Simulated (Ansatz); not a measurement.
**CH9BN2Si: a ladder of functionals and wavefunction methods**

The task here is to estimate one member of a computed series from the others.

Computed with Ansatz 0.2.0, Gaussian basis. Level: functionals in def2-TZVPP, the program's frozen cores in correlated methods.

Levels to be run: PBE-D4, r2SCAN-D4, PBE0-D4, B3LYP-D4, ωB97X-V, ωB97M-V, B2PLYP; CCSD(T)/def2-TZVPP; MP2/def2-QZVPP; extrapolation to the limit.

## The geometry

The geometry comes from an earlier relaxation with PBE0-D4 in a triple-zeta def2 set; it is a stationary point, not always the lowest conformer.

SMILES `BN[SiH2]NC`, 14 atoms, charge 0, spin multiplicity 1.

Atoms are counted from 1 here; the program's logs count them from 0.

Bond lengths: B1–N2 1.398 Å, B1–H6 1.199 Å, B1–H7 1.199 Å, N2–Si3 1.750 Å, N2–H8 1.011 Å, Si3–N4 1.704 Å, Si3–H9 1.482 Å, Si3–H10 1.486 Å, N4–C5 1.446 Å, N4–H11 1.006 Å, C5–H12 1.093 Å, C5–H13 1.097 Å, C5–H14 1.094 Å. Angles: N2–B1–H6 119.0°, N2–B1–H7 119.9°, H6–B1–H7 121.1°, B1–N2–Si3 126.9°, B1–N2–H8 116.5°, Si3–N2–H8 116.6°, N2–Si3–N4 115.3°, N2–Si3–H9 103.8°, N2–Si3–H10 108.9°, N4–Si3–H9 110.6°, N4–Si3–H10 105.1°, H9–Si3–H10 113.4°, Si3–N4–C5 124.8°, Si3–N4–H11 119.2°, C5–N4–H11 114.6°, N4–C5–H12 109.6°, N4–C5–H13 113.2°, N4–C5–H14 111.4° and more.

Set-up of the first run:

File in.yaml:

```yaml
crystal:
  periodic: [false, false, false]
  atoms:
    - {symbol: B, position_ang: [-0.600241, 1.726145, 1.641645]}
    - {symbol: N, position_ang: [-1.128524, 0.721362, 0.825962]}
    - {symbol: Si, position_ang: [-0.668921, 0.357547, -0.822966]}
    - {symbol: N, position_ang: [0.146465, -1.122618, -1.041642]}
    - {symbol: C, position_ang: [1.445777, -1.438729, -0.490986]}
    - {symbol: H, position_ang: [0.247613, 2.448233, 1.198682]}
    - {symbol: H, position_ang: [-0.995331, 1.852203, 2.766561]}
    - {symbol: H, position_ang: [-1.833657, 0.126880, 1.241266]}
    - {symbol: H, position_ang: [0.201382, 1.493480, -1.206567]}
    - {symbol: H, position_ang: [-1.896768, 0.249844, -1.652330]}
    - {symbol: H, position_ang: [-0.360582, -1.914717, -1.398991]}
    - {symbol: H, position_ang: [1.978487, -0.513715, -0.256064]}
    - {symbol: H, position_ang: [1.391254, -2.025825, 0.433604]}
    - {symbol: H, position_ang: [2.060148, -1.989390, -1.209571]}
basis:
  gaussian: {orbitals: def2-TZVPP}
hamiltonian: {xc: pbe, dispersion: d4}
output: {forces: true, orbitals: {seedname: orbitals}}
```

Launch:

```console
ansatz run in.yaml --threads 4 --pin off --events-out ev --progress --plain --max-ram 10444MiB
```

Among the steps run: PBE-D4 (GGA); r2SCAN-D4 (meta-GGA); PBE0-D4 (hybrid); B3LYP-D4 (hybrid); ωB97X-V (range-separated); ωB97M-V (range-separated); B2PLYP (double hybrid); CCSD(T) in def2-TZVPP; MP2 in def2-QZVPP.

One of the session's tables, all rows but one given; the rest of the session is left out.

```
            method  atomisation energy (kJ/mol)
            PBE-D4                       5104.4
         r2SCAN-D4                       5034.0
           PBE0-D4                       5038.2
          B3LYP-D4                       5076.9
           ωB97X-V                            ?
           ωB97M-V                       5073.2
            B2PLYP                       5006.7
     HF/def2-TZVPP                       3704.6
    MP2/def2-TZVPP                       4944.3
   CCSD/def2-TZVPP                       4844.0
CCSD(T)/def2-TZVPP                       4904.0
           MP2/CBS                       5079.6
       CCSD(T)/CBS                       5039.3
```

Q: Estimate the row for ωB97X-V from the others.

The run gave: atomisation energy (kJ/mol): 5072.7. In the column «atomisation energy (kJ/mol)» it lies between CCSD(T)/CBS (5039.3) and ωB97M-V (5073.2).

To keep in mind: Free atoms (1 B, 2 N, 1 Si, 1 C, 9 H) were run apart at each level; the atomisation energy is their sum less the molecule, without zero-point or spin-orbit terms.
